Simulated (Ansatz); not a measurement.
**C₂H₇AlS: up Jacob's ladder to CCSD(T)**

One table from this session's results is given with a row withheld; the runs are named, their logs left out.

Program: Ansatz 0.2.0, Gaussian basis. Level of theory: functionals in def2-TZVPP, the program's frozen cores in correlated methods. These are calculated values, not measurements.

Plan: LDA (SPW92), PBE-D4, revPBE-D4, BLYP-D4, r2SCAN-D4, B97M-V, PBE0-D4, B3LYP-D4, r2SCANh-D4, r2SCAN0-D4, HSE06-D4, BHLYP-D4, CAM-B3LYP-D4, LC-ωPBE, ωB97X-V, ωB97M-V, B2PLYP, PBE-QIDH; CCSD(T)/def2-SVP; CCSD(T)/def2-TZVPP; MP2/def2-QZVPP; extrapolation to the limit; RPA on PBE.

### The geometry

All runs share one geometry, relaxed beforehand with PBE0-D4 in a triple-zeta def2 set.

11 atoms, charge 0, spin multiplicity 1.

Atoms are counted from 1 here; the program's logs count them from 0.

Bond lengths: C1–C2 1.512 Å, C1–H5 1.094 Å, C1–H6 1.093 Å, C1–H7 1.095 Å, C2–Al3 1.965 Å, C2–S4 1.880 Å, C2–H8 1.089 Å, Al3–S4 2.464 Å, Al3–H9 1.587 Å, Al3–H10 1.586 Å, S4–H11 1.344 Å. Angles: C2–C1–H5 111.8°, C2–C1–H6 108.9°, C2–C1–H7 113.0°, H5–C1–H6 106.9°, H5–C1–H7 108.0°, H6–C1–H7 108.0°, C1–C2–Al3 121.6°, C1–C2–S4 108.6°, C1–C2–H8 112.1°, Al3–C2–S4 79.7°, Al3–C2–H8 120.4°, S4–C2–H8 106.7°, C2–Al3–S4 48.6°, C2–Al3–H9 118.5°, C2–Al3–H10 116.8°, S4–Al3–H9 108.1°, S4–Al3–H10 110.4°, H9–Al3–H10 124.6° and more.

Geometry (Å):

```mol
C2H7AlS
  3D, bonds by distance, orders not assigned

 11 11  0  0  0  0  0  0  0  0999 V2000
   -0.7149    1.1941   -0.6503 C   0  0
   -0.4906   -0.1091    0.0838 C   0  0
    1.1356   -0.4286    1.1389 Al  0  0
    0.4234   -1.2912   -1.0564 S   0  0
    0.2275    1.6464   -0.9721 H   0  0
   -1.1933    1.9047    0.0291 H   0  0
   -1.3548    1.0842   -1.5317 H   0  0
   -1.4274   -0.5944    0.3532 H   0  0
    1.1468   -1.6393    2.1651 H   0  0
    2.3158    0.6163    0.9665 H   0  0
   -0.0030   -2.4400   -0.5054 H   0  0
  1  2  8  0
  1  5  8  0
  1  6  8  0
  1  7  8  0
  2  3  8  0
  2  4  8  0
  2  8  8  0
  3  4  8  0
  3  9  8  0
  3 10  8  0
  4 11  8  0
M  END
```

The first run:

Contents of in.yaml:

```yaml
crystal:
  periodic: [false, false, false]
  atoms:
    - {symbol: C, position_ang: [-0.714880, 1.194087, -0.650276]}
    - {symbol: C, position_ang: [-0.490596, -0.109062, 0.083763]}
    - {symbol: Al, position_ang: [1.135613, -0.428638, 1.138947]}
    - {symbol: S, position_ang: [0.423449, -1.291227, -1.056383]}
    - {symbol: H, position_ang: [0.227538, 1.646392, -0.972096]}
    - {symbol: H, position_ang: [-1.193260, 1.904665, 0.029069]}
    - {symbol: H, position_ang: [-1.354759, 1.084175, -1.531732]}
    - {symbol: H, position_ang: [-1.427396, -0.594389, 0.353213]}
    - {symbol: H, position_ang: [1.146777, -1.639276, 2.165147]}
    - {symbol: H, position_ang: [2.315849, 0.616332, 0.966468]}
    - {symbol: H, position_ang: [-0.003036, -2.439958, -0.505418]}
basis:
  gaussian: {orbitals: def2-TZVPP}
hamiltonian: {xc: lda}
output: {orbitals: {seedname: orbitals}}
```

Started as:

```console
$ ansatz run in.yaml --threads 2 --pin off --events-out ev --progress --plain --max-ram 4352MiB
```

Among the steps run: LDA; PBE-D4 (GGA); revPBE-D4 (GGA); BLYP-D4 (GGA); r2SCAN-D4 (meta-GGA); B97M-V (meta-GGA); B3LYP-D4 (hybrid); r2SCANh-D4 (hybrid); r2SCAN0-D4 (hybrid); HSE06-D4 (hybrid); BHLYP-D4 (hybrid); CAM-B3LYP-D4 (range-separated); LC-ωPBE (range-separated); ωB97X-V (range-separated); ωB97M-V (range-separated); B2PLYP (double hybrid); PBE-QIDH (double hybrid).

One of the session's tables, all rows but one given; the rest of the session is left out.

It belongs to the step «Frontier levels by functional». 

```
  functional  HOMO (eV)  gap (eV)
 LDA (SPW92)      -5.92      4.55
      PBE-D4          ?         ?
   revPBE-D4      -5.76      4.66
     BLYP-D4      -5.68      4.59
   r2SCAN-D4      -6.03      5.15
      B97M-V      -6.13      5.12
     PBE0-D4      -6.96      6.65
    B3LYP-D4      -6.76      6.23
  r2SCANh-D4      -6.46      5.91
  r2SCAN0-D4      -7.11      7.00
    HSE06-D4      -6.56      5.88
    BHLYP-D4      -8.02      8.45
CAM-B3LYP-D4      -8.27      8.85
     LC-ωPBE      -9.59     11.23
     ωB97X-V      -9.26     10.78
     ωB97M-V      -9.12     10.33
```

Q: Estimate the row for PBE-D4 from the others.

**Answer.** HOMO (eV): -5.81; gap (eV): 4.62. In the column «HOMO (eV)» it lies between LDA (SPW92) (-5.92) and revPBE-D4 (-5.76).
